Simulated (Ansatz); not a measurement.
# CH6ClNSi: ionisation energy by level of theory

An exercise on one series of results from a longer session: the logs are not shown, and one member is left open.

Program: Ansatz 0.2.0, Gaussian basis. Level of theory: unrestricted cation, the program's frozen cores in correlated methods. These are calculated values, not measurements.

Levels to be run: UKS PBE-D4/def2-TZVPP; UKS r2SCAN-D4/def2-TZVPP; UKS PBE0-D4/def2-TZVPP; UKS B3LYP-D4/def2-TZVPP; UKS wB97X-V/def2-TZVPP; UKS wB97M-V/def2-TZVPP; UKS B2PLYP/def2-TZVPP; UHF-CCSD(T)/def2-TZVPP; UHF-MP2/def2-QZVPP; extrapolation to the limit; then −ε(HOMO) from the neutral's earlier runs with LDA (SPW92), PBE-D4, revPBE-D4, BLYP-D4, r2SCAN-D4, B97M-V, PBE0-D4, B3LYP-D4, r2SCANh-D4, r2SCAN0-D4, HSE06-D4, BHLYP-D4, CAM-B3LYP-D4, LC-ωPBE, ωB97X-V, ωB97M-V.

### The relaxed structure

The geometry comes from an earlier relaxation with PBE0-D4 in a triple-zeta def2 set; it is a stationary point, not always the lowest conformer.

SMILES `C[SiH](N)Cl`, 10 atoms, charge 0, spin multiplicity 1.

Atoms are counted from 1 here; the program's logs count them from 0.

Bond lengths: C1–Si2 1.853 Å, C1–H5 1.092 Å, C1–H6 1.092 Å, C1–H7 1.093 Å, Si2–N3 1.706 Å, Si2–Cl4 2.081 Å, Si2–H8 1.480 Å, N3–H9 1.008 Å, N3–H10 1.008 Å. Angles: Si2–C1–H5 110.6°, Si2–C1–H6 110.4°, Si2–C1–H7 110.6°, H5–C1–H6 108.8°, H5–C1–H7 107.8°, H6–C1–H7 108.5°, C1–Si2–N3 110.0°, C1–Si2–Cl4 106.9°, C1–Si2–H8 113.9°, N3–Si2–Cl4 113.8°, N3–Si2–H8 107.4°, Cl4–Si2–H8 105.0°, Si2–N3–H9 120.0°, Si2–N3–H10 119.7°, H9–N3–H10 110.7°.

Coordinates:

```mol
CH6ClNSi
  3D, bonds by distance, orders not assigned

 10  9  0  0  0  0  0  0  0  0999 V2000
   -0.9243    0.9603   -0.4296 C   0  0
   -0.0556   -0.6376   -0.0734 Si  0  0
    1.2008   -0.3792    1.0508 N   0  0
    0.5949   -1.3925   -1.9008 Cl  0  0
   -1.7200    0.8095   -1.1616 H   0  0
   -1.3595    1.3697    0.4850 H   0  0
   -0.2269    1.6943   -0.8414 H   0  0
   -0.9365   -1.6895    0.4826 H   0  0
    1.8475    0.3826    0.9176 H   0  0
    1.6627   -1.1687    1.4738 H   0  0
  1  2  8  0
  2  3  8  0
  2  4  8  0
  1  5  8  0
  1  6  8  0
  1  7  8  0
  2  8  8  0
  3  9  8  0
  3 10  8  0
M  END
```

Set-up of the first run:

in.yaml

```yaml
crystal:
  periodic: [false, false, false]
  atoms:
    - {symbol: C, position_ang: [-0.924340, 0.960315, -0.429601]}
    - {symbol: Si, position_ang: [-0.055585, -0.637614, -0.073375]}
    - {symbol: N, position_ang: [1.200848, -0.379168, 1.050771]}
    - {symbol: Cl, position_ang: [0.594921, -1.392457, -1.900839]}
    - {symbol: H, position_ang: [-1.719983, 0.809460, -1.161595]}
    - {symbol: H, position_ang: [-1.359451, 1.369694, 0.484975]}
    - {symbol: H, position_ang: [-0.226905, 1.694279, -0.841385]}
    - {symbol: H, position_ang: [-0.936542, -1.689533, 0.482583]}
    - {symbol: H, position_ang: [1.847478, 0.382613, 0.917600]}
    - {symbol: H, position_ang: [1.662661, -1.168691, 1.473766]}
basis:
  gaussian: {orbitals: def2-TZVPP}
total_charge: 1
magnetization: {spin_polarized: true, initial_magnetization: 1}
hamiltonian: {xc: pbe, dispersion: d4}
```

Run with:

```bash
$ ansatz run in.yaml --threads 2 --pin off --events-out ev --progress --plain --max-ram 32768MiB --backend cpu
```

Among the steps run: Cation, UKS PBE-D4/def2-TZVPP; Cation, UKS r2SCAN-D4/def2-TZVPP; Cation, UKS PBE0-D4/def2-TZVPP; Cation, UKS B3LYP-D4/def2-TZVPP; Cation, UKS wB97X-V/def2-TZVPP; Cation, UKS wB97M-V/def2-TZVPP; Cation, UKS B2PLYP (frozen core)/def2-TZVPP; Cation, UHF-CCSD(T)/def2-TZVPP; Cation, UHF-MP2/def2-QZVPP.

One table of the session follows, with a row left open; its other results are not shown here.

It belongs to the step «Ionisation energies side by side». For comparison, −ε(HOMO) of the neutral from earlier runs:

```
  functional  −ε(HOMO) (eV)
 LDA (SPW92)           6.56
      PBE-D4           6.39
   revPBE-D4           6.33
     BLYP-D4           6.26
   r2SCAN-D4           6.71
      B97M-V           6.81
     PBE0-D4           7.84
    B3LYP-D4           7.58
  r2SCANh-D4           7.25
  r2SCAN0-D4           8.07
    HSE06-D4           7.44
    BHLYP-D4           9.19
CAM-B3LYP-D4              ?
     LC-ωPBE          10.70
     ωB97X-V          10.31
     ωB97M-V          10.20
```

Estimate the missing values for CAM-B3LYP-D4.

**Answer.** −ε(HOMO) (eV): 9.27. In the column «−ε(HOMO) (eV)» it lies between BHLYP-D4 (9.19) and ωB97M-V (10.20).

Caveats from the session: The cation may have settled in a state other than its lowest; no search over hole states beyond the program's own was made.
